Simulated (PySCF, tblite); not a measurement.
# C₅H₁₅NSSi: geometry, infrared bands and NMR shifts

Aim: predict the infrared bands and NMR shifts of C₅H₁₅NSSi (`CC(C)CN(C)[SiH2]S`).

Computed with tblite 0.8.0 and PySCF 2.14.0, with density-fitted response routines of our own, on a single molecule in the gas phase. Atoms count from 0, in the outputs and in this text.

**1. The starting structure**

23 atoms, charge 0, multiplicity 1; geometry from: force field or distance geometry start.

Bonds of the start (Å): C0–C1 1.52, C1–C2 1.52, C1–C3 1.50, C3–N4 1.45, N4–C5 1.49, N4–Si6 1.83, Si6–S7 2.11, C0–H8 1.11, C0–H9 1.12, C0–H10 1.08, C1–H11 1.08, C2–H12 1.13, C2–H13 1.11, C2–H14 1.10, C3–H15 1.12, C3–H16 1.13, C5–H17 1.10, C5–H18 1.13, C5–H19 1.11, Si6–H20 1.46, Si6–H21 1.50, S7–H22 1.42.

**2. Relaxing the molecule with GFN2-xTB**

The job: settings as JSON, then the geometry in Å.

```
{"job": {"kind": "relax", "xc": "GFN2-xTB", "basis": "xTB"}, "charge": 0, "multiplicity": 1}
C     -2.101700     1.439400     0.353400
C     -1.083100     0.553800    -0.347100
C     -1.923000    -0.453400    -1.122600
C     -0.197800    -0.146200     0.640200
N      0.811300    -0.992600     0.030300
C      1.386600    -1.831400     1.114400
Si     2.267000     0.019900    -0.419700
S      1.807300     1.813000    -1.433500
H     -2.931400     1.533500    -0.372800
H     -2.566400     0.917700     1.229100
H     -1.687400     2.416600     0.567200
H     -0.533000     1.220400    -0.994000
H     -3.011300    -0.153300    -1.011300
H     -1.629600    -0.441300    -2.188300
H     -1.853500    -1.474100    -0.709600
H      0.255600     0.512700     1.423600
H     -0.857100    -0.857300     1.228800
H      0.665200    -2.592200     1.454000
H      1.744000    -1.156600     1.940900
H      2.244700    -2.341100     0.622500
H      3.095600    -0.808700    -1.292400
H      3.107100     0.251700     0.801600
H      2.986200     2.596500    -1.504900
```

On the command line:

```
> OMP_NUM_THREADS=1 python probes_run.py task.json out
```

One launch serves the whole session: the jobs run in the order shown.

**Question.** This job is followed by: GFN2-xTB harmonic vibrations, gas phase; GIAO PBE0/pcSseg-1 NMR shielding, non-relativistic, gas phase. Predict these results of the whole session: strongest single infrared mode (GFN2-xTB); zero-point energy (GFN2-xTB); ¹³C shifts against TMS (PBE0/pcSseg-1, means over atoms taken as alike); ¹H shifts against TMS (PBE0/pcSseg-1, means over atoms taken as alike); ¹⁵N shifts against NH3 (PBE0/pcSseg-1); ²⁹Si shifts against TMS (PBE0/pcSseg-1); ³³S shifts against CS2 (PBE0/pcSseg-1).

As calculated:

```
                                                               quantity                                    value
                              strongest single infrared mode (GFN2-xTB)                    2184 cm⁻¹, 319 km/mol
                                           zero-point energy (GFN2-xTB)                           119.6 kcal/mol
¹³C shifts against TMS (PBE0/pcSseg-1, means over atoms taken as alike)               62.1, 41.6, 36.0, 22.8 ppm
 ¹H shifts against TMS (PBE0/pcSseg-1, means over atoms taken as alike)  5.54, 2.79, 2.63, 1.93, 0.95, -0.33 ppm
                                 ¹⁵N shifts against NH3 (PBE0/pcSseg-1)                                 18.0 ppm
                                ²⁹Si shifts against TMS (PBE0/pcSseg-1)                                -27.4 ppm
                                 ³³S shifts against CS2 (PBE0/pcSseg-1)                                 -262 ppm
```

What this shows: The optimisation took 220 steps and gained 1.474 eV; among the close pairs (by a distance rule), N4–Si6 changed most, from 1.829 to 1.704 Å. No mode is imaginary among the 63: a minimum at this level. The strongest single mode, at 2184 cm⁻¹, moves mainly H20. Unscaled tight-binding wavenumbers are off by several per cent, some by more. Its intensities can rank the bands wrongly. C3 (sp3 CH2 bonded to N) lies farthest downfield among carbon, at 62.1 ppm; deshielded by the electronegative neighbour. At PBE0/pcSseg-1: Shielding is most anisotropic at S7 (span 307 ppm, paramagnetic term -294 ppm).
